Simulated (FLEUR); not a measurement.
# TiCo (Pm-3m) in FLEUR: single point with PBE

Aim: the single point of TiCo with PBE.

Program: FLEUR MaX-R8.1 (later development tree). These are calculated values, not measurements. Logs are shortened: lines on timing, memory, paths and dates and some standing lists are left out, and cuts for length are marked.

**1. The structure**

It takes space group Pm-3m (No. 221, cubic). The conventional cell has a = 2.986 Å, b = 2.986 Å, c = 2.986 Å, α = 90.00°, β = 90.00°, γ = 90.00°. Around Co (site symmetry m-3m) lie 8 Ti at 2.59 Å. Around Ti (site symmetry m-3m) lie 8 Co at 2.59 Å.

The cell comes from a database or a generator and needn't be the stable form of this composition.

**2. Single point, PBE, collinear spin, ferromagnetic start**

Input file inp.xml:

```xml
<?xml version="1.0" encoding="UTF-8" standalone="no"?>
<fleurInput fleurInputVersion="0.39">
   <comment>
      TiCo                                                                                                
   </comment>
   <calculationSetup>
      <cutoffs Kmax="4.47" Gmax="13.9" GmaxXC="13.9" numbands="0"/>
      <scfLoop itmax="60" minDistance="0.00001" maxIterBroyd="15" imix="Anderson" alpha="0.05" precondParam="0.0" spinf="2.0" sdNocoIR="T"/>
      <coreElectrons ctail="T" frcor="F" kcrel="0" coretail_lmax="0"/>
      <xcFunctional name="pbe" relativisticCorrections="F"/>
      <magnetism jspins="2"/>
      <soc l_soc="F" theta="0.0" phi="0.0" spav="F"/>
      <expertModes spex="0" secvar="F"/>
      <geometryOptimization l_f="T" forcealpha="1.0" forcemix="BFGS" epsdisp="0.0005" epsforce="0.0002"/>
      <ldaU l_linMix="F" mixParam="0.05" spinf="1.0"/>
   </calculationSetup>
   <cell>
      <bzIntegration valenceElectrons="29.0" mode="hist" fermiSmearingEnergy="0.00183747">
         <kPointListSelection listName="default-1"/>
         <!-- k-points included here -->
         <xi:include xmlns:xi="http://www.w3.org/2001/XInclude" href="kpts.xml"> </xi:include>
      </bzIntegration>
      <!-- symmetry operations included here -->
      <xi:include xmlns:xi="http://www.w3.org/2001/XInclude" href="sym.xml"> </xi:include>
      <bulkLattice scale="1.0">
         <bravaisMatrix>
            <row-1>    5.6429319487581688     0.0000000000000000     0.0000000000000000</row-1>
            <row-2>    0.0000000000000000     5.6429319487581688     0.0000000000000000</row-2>
            <row-3>    0.0000000000000000     0.0000000000000000     5.6429319487581688</row-3>
         </bravaisMatrix>
      </bulkLattice>
   </cell>
   <atomSpecies>
      <species name="Cobalt (Co2.000" element="Co" atomicNumber="27">
         <mtSphere radius="2.19" gridPoints="747" logIncrement="0.016"/>
         <atomicCutoffs lmax="9" lnonsphr="9"/>
         <electronConfig flipSpins="F">
            <coreConfig>(1s1/2) (2s1/2) (2p1/2) (2p3/2)</coreConfig>
            <valenceConfig>(3s1/2) (3p1/2) (3p3/2) (4s1/2) (3d3/2) (3d5/2)</valenceConfig>
            <stateOccupation state="(3d3/2)" spinUp="1.5" spinDown="1.3"/>
            <stateOccupation state="(3d5/2)" spinUp="3.0" spinDown="1.2"/>
         </electronConfig>
         <energyParameters s="4" p="4" d="3" f="4"/>
         <lo type="SCLO" l="0" n="3" eDeriv="0"/>
         <lo type="SCLO" l="1" n="3" eDeriv="0"/>
         <lo type="SCLO" l="1" n="3" eDeriv="1"/>
         <lo type="SCLO" l="2" n="3" eDeriv="2"/>
         <lo type="SCLO" l="3" n="4" eDeriv="2"/>
      </species>
      <species name="Titanium (1.001" element="Ti" atomicNumber="22">
         <mtSphere radius="2.19" gridPoints="747" logIncrement="0.016"/>
         <atomicCutoffs lmax="9" lnonsphr="9"/>
         <electronConfig flipSpins="F">
            <coreConfig>(1s1/2) (2s1/2) (2p1/2) (2p3/2)</coreConfig>
            <valenceConfig>(3s1/2) (3p1/2) (3p3/2) (4s1/2) (3d3/2) (3d5/2)</valenceConfig>
            <stateOccupation state="(3d3/2)" spinUp="0.4" spinDown="0.4"/>
            <stateOccupation state="(3d5/2)" spinUp="1.1005" spinDown="0.0995"/>
         </electronConfig>
         <energyParameters s="4" p="4" d="3" f="4"/>
         <lo type="SCLO" l="0" n="3" eDeriv="0"/>
         <lo type="SCLO" l="1" n="3" eDeriv="0"/>
         <lo type="SCLO" l="1" n="3" eDeriv="1"/>
         <lo type="SCLO" l="2" n="3" eDeriv="2"/>
         <lo type="SCLO" l="3" n="4" eDeriv="2"/>
      </species>
   </atomSpecies>
   <atomGroups>
      <atomGroup species="Cobalt (Co2.000">
         <relPos label="                   1">1.000/2.000 1.000/2.000 1.000/2.000</relPos>
         <force calculate="T" relaxXYZ="TTT"/>
      </atomGroup>
      <atomGroup species="Titanium (1.001">
         <relPos label="                   2">.0000000000 .0000000000 .0000000000</relPos>
         <force calculate="T" relaxXYZ="TTT"/>
      </atomGroup>
   </atomGroups>
   <output dos="F" band="F" slice="F">
      <checks vchk="F" cdinf="F"/>
      <bandDOS minEnergy="-.5*Htr" maxEnergy="0.5*Htr" sigma="0.015" storeEVData="T"/>
      <vacuumDOS vacdos="F" integ="F" star="F" nstars="0" locx1="0.0" locy1="0.0" locx2="0.0" locy2="0.0" nstm="0" tworkf="0.0"/>
      <unfoldingBand unfoldBand="F" supercellX="1" supercellY="1" supercellZ="1"/>
      <plotting iplot="0" polar="F">
         <plot TwoD="T" vec1="  1.0  0.0  0.0" vec2="  0.0  1.0  0.0" vec3="  0.0  0.0  1.0" zero="  0.0  0.0  0.0" file="plot"/>
      </plotting>
      <chargeDensitySlicing numkpt="0" minEigenval="0.0" maxEigenval="0.0" nnne="0" pallst="F"/>
      <specialOutput eonly="F"/>
      <moessbauerParams electricFieldGradient="T" isomerShift="T" coreHyperfine="T" valenceHyperfine="T"/>
      <magneticCircularDichroism mcd="F" energyLo="-10.0" energyUp="0.0"/>
   </output>
  <!-- We include the file relax.xml here to enable relaxations (see documentation) -->
  <xi:include xmlns:xi="http://www.w3.org/2001/XInclude" href="relax.xml"> <xi:fallback/> </xi:include>
</fleurInput>
```

Input file crystal.txt:

```
TiCo
&input cartesian=F /
2.9861109900  0.0000000000  0.0000000000
0.0000000000  2.9861109900  0.0000000000
0.0000000000  0.0000000000  2.9861109900
1.8897261246
1.0 1.0 1.0

2
27 0.5000000000  0.5000000000  0.5000000000 : 2.000
22 0.0000000000  0.0000000000  0.0000000000 : 1.001

&kpt div1=9 div2=9 div3=9 gamma=T /
```

Potentials or basis: all-electron, FLAPW.

Run with:

```sh
> inpgen -f crystal.txt -profile fastHighL
> # inp.xml edited to the form shown
> fleur_MPI
```

What it wrote:

```text
Welcome to FLEUR        (www.flapw.de)
      MaX-Release 8.1          (www.max-centre.eu)

 ========== k-point set info ==========
 Selected k-point list: default-1
 k-point list type: mesh
 9 x 9 x 9
 Number of k points: 35

 ------------Calculation Setup---------------------------
 Number of MPI-tasks      :            1
 Number of PE/node        :            1
 Number of OMP-threads    :            1
 Most efficient MPI parallelization for:
           1           5           7          35
 Additional eigenvalue parallelization possible
 Number of basis functions:          356
 Approximate size of matrices (H+S) per k-point:         0.002 GB
 --------------------------------------------------------
 Iteration:     1   Distance:      31.59180307 me/bohr^3
 Iteration:     2   Distance:      26.68485036 me/bohr^3
 Iteration:     3   Distance:      23.71462269 me/bohr^3
 Iteration:     4   Distance:      15.50705569 me/bohr^3
 Iteration:     5   Distance:       8.17555629 me/bohr^3
 Iteration:     6   Distance:      16.05468170 me/bohr^3
 Iteration:     7   Distance:       3.88041780 me/bohr^3
 Iteration:     8   Distance:       6.47062255 me/bohr^3
 Iteration:     9   Distance:       4.04095230 me/bohr^3
 Iteration:    10   Distance:       2.13798432 me/bohr^3
[... 14 lines left out ...]
 Iteration:    25   Distance:       0.00156629 me/bohr^3
 Iteration:    26   Distance:       0.00125234 me/bohr^3
 Iteration:    27   Distance:       0.00014159 me/bohr^3
 Iteration:    28   Distance:       0.00018226 me/bohr^3
 Iteration:    29   Distance:       0.00004112 me/bohr^3
 Iteration:    30   Distance:       0.00001931 me/bohr^3
 Iteration:    31   Distance:       0.00002002 me/bohr^3
 Iteration:    32   Distance:       0.00001315 me/bohr^3
 Iteration:    33   Distance:       0.00001109 me/bohr^3
 Iteration:    34   Distance:       0.00000506 me/bohr^3

 ********************************************************************
 Run finished successfully
 Stop message:
   Structural relaxation: Done
 ********************************************************************
```

Run time: 4 min. Hardware: 1 thread of Arm Neoverse V1, shared host; peak memory 0.07 GiB.

What came out:

* Free energy: -61152.9036 eV
* Band gap on the k mesh: none (metal or under the smearing width)
* Net moment: 0.82 μB per cell
* Site moments: Co +0.93; Ti -0.03 μB
* Valence electrons inside the program's atomic spheres: Co 15.78; Ti 9.94 (radii Co 2.19, Ti 2.19 bohr)

Levels at points of the mesh, in eV from the Fermi level:
Spin up:
```csv
k point,band 13,band 14,band 15,band 16,band 17,band 18
"(0.00, 0.00, 0.00)",-1.89,-1.89,0.48,0.48,2.67,2.67
```
Spin down:
```tsv
k point	band 12	band 13	band 14	band 15	band 16	band 17
(0.00, 0.00, 0.00)	-1.35	-1.35	-1.35	1.02	1.02	2.76
```

Core levels (eV from the Fermi level):
```tsv
atom	levels
1 Co	1s1/2 -7584.4, 2s1/2 -891.9, 2p1/2 -772.7, 2p3/2 -757.9
2 Ti	1s1/2 -4862.4, 2s1/2 -531.5, 2p1/2 -442.6, 2p3/2 -436.8
```
